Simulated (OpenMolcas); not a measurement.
# I⁺: CASSCF terms and fine-structure levels

Which level of I⁺ lies lowest, and where do the others fall? The reference wave functions come first, then spin-orbit coupling.

Program: OpenMolcas 26.06. Level of theory: state-averaged CASSCF, spin-orbit coupling by RASSI with atomic mean-field integrals. These are calculated values, not measurements, unless marked.

10 further runs of the same task are left out: 10 set aside as unsound or not needed.

## Step 1: The system

| Quantity | Value |
| --- | --- |
| Species | I⁺ (iodine, Z = 53, 52 electrons) |
| Basis | ANO-RCC-VTZP [7s6p4d2f1g], 68 functions |
| Scalar Hamiltonian | DKH2, point nucleus |
| Inactive shells | 1s 2s 2p 3s 3p 3d 4s 4p 4d |
| Active space | 6 electrons in 4 orbitals (5s 5p) |
| Some configurations of this space | 5p⁶, 5s 5p⁵, 5s² 5p⁴ |
| Orbitals | optimised for the highest spin of each parity, averaged over all roots |

The outer shells:

5p6
```
5p [↑↓][↑↓][↑↓]
```

5s 5p5
```
5s [↑ ]
5p [↑↓][↑↓][↑ ]
```

5s2 5p4
```
5s [↑↓]
5p [↑↓][↑ ][↑ ]
```

The work runs as a chain of OpenMolcas steps in one folder; each step below is one input file. Labels, J, g values, rates, χT and fits are worked out afterwards by a script from the matrices that RASSI stores.

## Step 2: GATEWAY and SEWARD: basis and integrals

The input, a.inp:

```
&GATEWAY
Coord
1

I 0.0 0.0 0.0
Basis=ANO-RCC-VTZP
Group=XYZ
NoMove
AngMom=0.0 0.0 0.0
AMFI
&SEWARD
```

## Step 3: Reference wave functions, triplets of even parity, 3 roots

The input, a.inp:

```
&RASSCF
FileOrb=start.orb
Symmetry=1
Spin=3
nActEl=6 0 0
Inactive=14 9
Ras2=1 3
CIRoot=3 3 1
SDav=3
CIMx=300
Iter=120 100
PrWF=0.3
OrbListing=Nothing
MaxOrb=0
Atom
>>> COPY $Project.JobIph JOB001
```

start.orb holds the contracted functions of the basis, ordered by shell, or the orbitals of the step before.

## Step 4: CASSCF: singlets of even parity, 7 roots

The input, a.inp:

```
&RASSCF
FileOrb=start.orb
Symmetry=1
Spin=1
nActEl=6 0 0
Inactive=14 9
Ras2=1 3
CIRoot=7 7 1
SDav=7
CIMx=300
Iter=120 100
PrWF=0.3
OrbListing=Nothing
MaxOrb=0
Atom
CIOnly
>>> COPY $Project.JobIph JOB002
```

## Step 5: Reference wave functions, triplets of odd parity, 3 roots

The input, a.inp:

```
&RASSCF
FileOrb=start.orb
Symmetry=2
Spin=3
nActEl=6 0 0
Inactive=14 9
Ras2=1 3
CIRoot=3 3 1
SDav=3
CIMx=300
Iter=120 100
PrWF=0.3
OrbListing=Nothing
MaxOrb=0
Atom
>>> COPY $Project.JobIph JOB003
```

## Step 6: CASSCF: singlets of odd parity, 3 roots

Changes to a.inp since step 5:

```diff
@@ -3,3 +3,3 @@
 Symmetry=2
-Spin=3
+Spin=1
 nActEl=6 0 0
@@ -15,2 +15,3 @@
 Atom
->>> COPY $Project.JobIph JOB003
+CIOnly
+>>> COPY $Project.JobIph JOB004
```

## Step 7: RASSI: spin-orbit coupling between the states

The input, a.inp:

```
&RASSI
NrOfJobIphs=4 3 6 3 3
1 2 3
1 2 3 4 5 6
1 2 3
1 2 3
IphNames
JOB001
JOB002
JOB003
JOB004
EJob
SpinOrbit
DIPRint=1.0
SOCoupling=1000.0
Subsets=2
MEES
Property=10
'ANGMOM' 1 'ANGMOM' 2 'ANGMOM' 3 'MLTPL  1' 1 'MLTPL  1' 2 'MLTPL  1' 3
'AMFI' 1 'AMFI' 2 'AMFI' 3 'MLTPL  2' 6
SOProperty=3
'ANGMOM' 1 'ANGMOM' 2 'ANGMOM' 3
```

(Steps that only read results are left out.)

What does the calculation give? Wanted: lowest level; first excited level; lowest level of another term; spin-orbit lowering of the lowest level; strongest of the lines computed, by gA, at CASSCF energies.

The runs gave:

| quantity | value |
| --- | --- |
| method | CASSCF |
| lowest level | 5s² 5p⁴ ³P₂, 94 % of that term, g = 1.471 |
| ground level listed by NIST | 3P2 |
| first excited level | 5s² 5p⁴ ³P₀ at 0.7437 eV |
| lowest level of another term | 5s² 5p⁴ ¹D₂ at 1.9196 eV |
| spin-orbit lowering of the lowest level | 0.4413 eV |
| strongest of the lines computed, by gA, at CASSCF energies | 5s 5p⁵ ¹P°₁ → 5s² 5p⁴ ¹D₂, 79.17 nm, A = 1.84e+10 s⁻¹ |

What this shows: The multiplet ³P is irregular, with J out of order. The computed levels miss the measured ones by 7900 cm⁻¹ on average. Only the configurations of the active space and the roots asked for are present. The singlets rest on orbitals optimised for another spin in at least one step, which raises them against the optimised states. Not all states of the active space went into the spin-orbit step. No d shell is active. Only valence configurations of the active space appear, up to the ionisation limit; * or ° marks odd parity.
